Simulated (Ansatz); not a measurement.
# Mg3NiS4: the cost of one run

Computed with Ansatz 0.2.0 (DFT PBE, scalar-relativistic, plane waves, PAW, unless a step's input says otherwise).

1 further run of the same task is left out (it didn't finish).

### 1 The system as given

The structure is tetragonal, space group P4/mmm (No. 123). The conventional cell has a = 3.637 Å, b = 3.637 Å, c = 10.115 Å, α = 90.00°, β = 90.00°, γ = 90.00°. Around Mg (site symmetry 4mm) lie 6 S at 2.45 to 2.61 Å. Around Mg (site symmetry 4/mmm) lie 6 S at 2.57 to 2.69 Å. Ni (site symmetry 4/mmm) has 6 S at 2.36 to 2.57 Å as nearest neighbours. S (site symmetry 4/mmm) has 2 Mg at 2.45 Å and 4 Ni at 2.57 Å as nearest neighbours. S (site symmetry 4mm) has 1 Ni at 2.36 Å and 5 Mg at 2.57 to 2.69 Å as nearest neighbours. S (site symmetry 4/mmm) is surrounded by 6 Mg at 2.57 to 2.61 Å.

As a file:

```cif
data_structure
_symmetry_space_group_name_H-M 'P4/mmm'
_symmetry_Int_Tables_number 123
_cell_length_a 3.6370
_cell_length_b 3.6370
_cell_length_c 10.1153
_cell_angle_alpha 90.000
_cell_angle_beta 90.000
_cell_angle_gamma 90.000
_cell_volume 133.80
loop_
_atom_site_label
_atom_site_type_symbol
_atom_site_symmetry_multiplicity
_atom_site_Wyckoff_symbol
_atom_site_fract_x
_atom_site_fract_y
_atom_site_fract_z
_atom_site_occupancy
Mg1 Mg 2 g 0.00000 0.00000 0.75805 1
Mg2 Mg 1 d 0.50000 0.50000 0.50000 1
Ni1 Ni 1 c 0.50000 0.50000 0.00000 1
S1 S 1 a 0.00000 0.00000 0.00000 1
S2 S 2 h 0.50000 0.50000 0.23361 1
S3 S 1 b 0.00000 0.00000 0.50000 1
```

It is the end of an earlier relaxation with the same method, from a generated guess; it needn't be the stable form of this composition. At a tolerance of 0.05 Å it has space group P4/mmm (No. 123); it has 16.73 Å³/atom, an uncorrected energy of -1.07 eV/atom over the elements and, on its mesh, gap none (metal).

### 2 The cell scaled to 0.97 of its volume

Input file input.yaml:

```yaml
crystal:
  lattice:
    - [3.6002668002, 0.0, 0.0]
    - [0.0, 3.6002668002, 0.0]
    - [0.0, 0.0, 10.0131182571]
  atoms:
    - { symbol: Mg, position: [0.0, 0.0, 0.7580492047] }
    - { symbol: Mg, position: [0.0, 0.0, 0.2419507953] }
    - { symbol: Mg, position: [0.5, 0.5, 0.5] }
    - { symbol: Ni, position: [0.5, 0.5, 0.0] }
    - { symbol: S, position: [0.0, 0.0, 0.0] }
    - { symbol: S, position: [0.5, 0.5, 0.2336063642] }
    - { symbol: S, position: [0.0, 0.0, 0.5] }
    - { symbol: S, position: [0.5, 0.5, 0.7663936358] }
basis:
  ecutwfc: 420
kpoints:
  mp_grid: { grid: [10, 10, 4] }
hamiltonian:
  xc: pbe
scf:
  occupations: { method: gaussian, width: 0.1 }
output:
  forces: true
  stress: true
  eigenvalues: true
relax:
  adjacent_minimum: "off"
  f_tol: 0.01
  max_steps: 30
  cell: { stress_tol: 0.1, fix: [volume] }
```

Run with:

```
ansatz run input.yaml --threads 1 --pin off --max-ram 2560MiB --backend cpu --events-out ev --progress --plain --runs-dir out
```

What time and memory should one allow on 1 thread of AMD EPYC 9R45 (Zen 5), shared host?

About 32 s, with a peak of 0.6 GiB.
